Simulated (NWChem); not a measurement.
# HF/3-21G run of BSiH4O2F (SMILES O[SiH2]B(O)F)

What is the vertical singlet–triplet gap of BSiH4O2F at HF/3-21G? 

Program for the calculation: NWChem 7.3.0.

4 further runs of the same task are left out: 1 that didn't finish, 3 set aside as unsound or not needed.

## Step 1: The system as given

The species is BSiH4O2F (9 atoms), meant as a singlet with charge 0. As SMILES, `O[SiH2]B(O)F`. Geometry: relaxed at PBE0-D4/def2-TZVP. This is one conformer, not always the lowest.

Bond lengths: O1–Si2 1.653 Å, Si2–B3 2.035 Å, B3–O4 1.347 Å, B3–F5 1.342 Å, O1–H6 0.958 Å, Si2–H7 1.484 Å, Si2–H8 1.493 Å, O4–H9 0.965 Å. Some angles: O1–Si2–B3 110.9°, Si2–B3–O4 121.6°, Si2–B3–F5 119.7°, O4–B3–F5 118.7°, O1–Si2–H7 106.4°, O1–Si2–H8 111.4°, B3–Si2–H7 111.6°, B3–Si2–H8 108.7°, Si2–O1–H6 117.1°, B3–O4–H9 113.7°.

## Step 2: Energy and forces at HF/3-21G

Contents of bfh4o2si.nw:

```
start bfh4o2si
memory stack 880 mb heap 220 mb global 1100 mb
charge 0
geometry units atomic noautosym nocenter noautoz
   O    2.17790936   1.22851095   3.21820359
   Si   1.58283460  -0.83110155   0.94524101
   B   -1.32564288   0.36660687  -1.26781726
   O   -1.82925489  -0.72111949  -3.51300087
   F   -2.81285734   2.26181320  -0.47318742
   H    0.75778018   2.07510826   3.95500781
   H    3.95576370  -1.09566321  -0.52553284
   H    0.93220190  -3.36673606   1.99611771
   H   -3.27168284  -0.00491329  -4.36734605
end
basis spherical bse
   * library 3-21G
end
scf
   nopen 0
   rhf
   thresh 1e-08
   maxiter 80
end
task scf gradient
```

Launch:

```console
$ nwchem bfh4o2si.nw > bfh4o2si.out
```

What it wrote:

```text
[...]
  functions       =    57
[...]
  wavefunction    = RHF
[...]
         Total SCF energy =   -562.208558332863
      One-electron energy =  -1208.044855645863
      Two-electron energy =    430.479768275318
 Nuclear repulsion energy =    215.356529037681
        Time for solution =      1.8s
[...]
                         RHF ENERGY GRADIENTS
    atom               coordinates                        gradient
                 x          y          z           x          y          z
   1 O       2.177909   1.228511   3.218204    0.001223  -0.013549  -0.014420
   2 Si      1.582835  -0.831102   0.945241   -0.000941   0.021551   0.024345
   3 B      -1.325643   0.366607  -1.267817   -0.028337   0.011524  -0.019670
   4 O      -1.829255  -0.721119  -3.513001    0.006865   0.000141   0.008525
   5 F      -2.812857   2.261813  -0.473187    0.013569  -0.013876  -0.002793
   6 H       0.757780   2.075108   3.955008   -0.000259  -0.008926  -0.009204
   7 H       3.955764  -1.095663  -0.525533    0.002586   0.000004   0.001479
   8 H       0.932202  -3.366736   1.996118    0.001143  -0.000169   0.001018
   9 H      -3.271683  -0.004913  -4.367346    0.004150   0.003300   0.010722
[...]
```

Run time: 3 s. Hardware: 1 thread of AMD EPYC 9R45 (Zen 5), shared host; peak memory 0.099 GiB.

## Step 3: The triplet: the energy at UHF/3-21G

Contents of run.py:

```python
from ase import Atoms
from ase.calculators.nwchem import NWChem

molecule = Atoms(['O', 'Si', 'B', 'O', 'F', 'H', 'H', 'H', 'H'], positions=[
    [1.152500, 0.650100, 1.703000],
    [0.837600, -0.439800, 0.500200],
    [-0.701500, 0.194000, -0.670900],
    [-0.968000, -0.381600, -1.859000],
    [-1.488500, 1.196900, -0.250400],
    [0.401000, 1.098100, 2.092900],
    [2.093300, -0.579800, -0.278100],
    [0.493300, -1.781600, 1.056300],
    [-1.731300, -0.002600, -2.311100],
])

calc = NWChem(
    label='bfh4o2si',
    theory='scf',
    memory='2200 mb',
    basis='3-21G',
    basispar='spherical bse',
    scf={'nopen': '2', 'uhf': None, 'thresh': '1e-08', 'maxiter': '80'},
    task='energy',
)
molecule.calc = calc

print("Total energy (eV):", round(molecule.get_potential_energy(), 6))
```

Launch:

```console
$ export ASE_NWCHEM_COMMAND="nwchem PREFIX.nwi > PREFIX.nwo"
$ python run.py
```

What it wrote:

```text
Total energy (eV): -15292.192381
```

The calculator wrote bfh4o2si.nwi:

```
title "bfh4o2si"

permanent_dir bfh4o2si

scratch_dir bfh4o2si

start bfh4o2si

geometry units angstrom nocenter noautosym noautoz
  O  1.1525000000000001e+00 6.5010000000000001e-01 1.7030000000000001e+00
  Si 8.3760000000000001e-01 -4.3980000000000002e-01 5.0019999999999998e-01
  B  -7.0150000000000001e-01 1.9400000000000001e-01 -6.7090000000000005e-01
  O  -9.6799999999999997e-01 -3.8159999999999999e-01 -1.8590000000000000e+00
  F  -1.4884999999999999e+00 1.1969000000000001e+00 -2.5040000000000001e-01
  H  4.0100000000000002e-01 1.0981000000000001e+00 2.0929000000000002e+00
  H  2.0933000000000002e+00 -5.7979999999999998e-01 -2.7810000000000001e-01
  H  4.9330000000000002e-01 -1.7816000000000001e+00 1.0563000000000000e+00
  H  -1.7313000000000001e+00 -2.5999999999999999e-03 -2.3111000000000002e+00
end

memory 2200 mb

basis spherical bse noprint
   * library 3-21G
end

scf
  nopen 2
  uhf
  thresh 1e-08
  maxiter 80
end

task scf energy
```

bfh4o2si.nwo, cut to the lines that bear on the results:

```text
[...]
         Total SCF energy =   -561.977709171045
      One electron energy =  -1207.192206695760
      Two electron energy =    429.857952888723
 Nuclear repulsion energy =    215.356544635992
[... 7 lines left out ...]
          Final alpha eigenvalues
[... 39 lines left out ...]
          Final beta eigenvalues
[...]
```

Wall time 6.6 s (1 thread of AMD EPYC 9R45 (Zen 5), shared host); peak memory 0.098 GiB.

## Step 4: Results

At HF/3-21G:

| quantity | value |
| --- | --- |
| singlet: total energy | -562.20856 Eh |
| singlet: dipole moment | 3.12 D |
| singlet: HOMO energy | -11.33 eV |
| singlet: LUMO energy | 3.55 eV |
| singlet: HOMO–LUMO gap | 14.88 eV |
| singlet: largest force on an atom | 1.870 eV/Å |
| triplet: total energy | -561.97771 Eh |
| triplet: dipole moment | 1.39 D |
| triplet: HOMO energy (highest over α and β) | -5.06 eV |
| triplet: LUMO energy (lowest over α and β) | -2.41 eV |
| triplet: ⟨S²⟩ | 2.013 |
| vertical energy of the triplet above the singlet | 6.282 eV |

**Reading.** At this shape the triplet lies 6.28 eV (606 kJ/mol) above the singlet. The largest force (singlet) is 1.87 eV/Å: the shape isn't a stationary point for this species at this level. Mulliken charges (singlet) run from -0.85 on O1 to +1.23 on Si2. Mulliken charges (triplet) run from -0.80 on O1 to +1.21 on Si2.
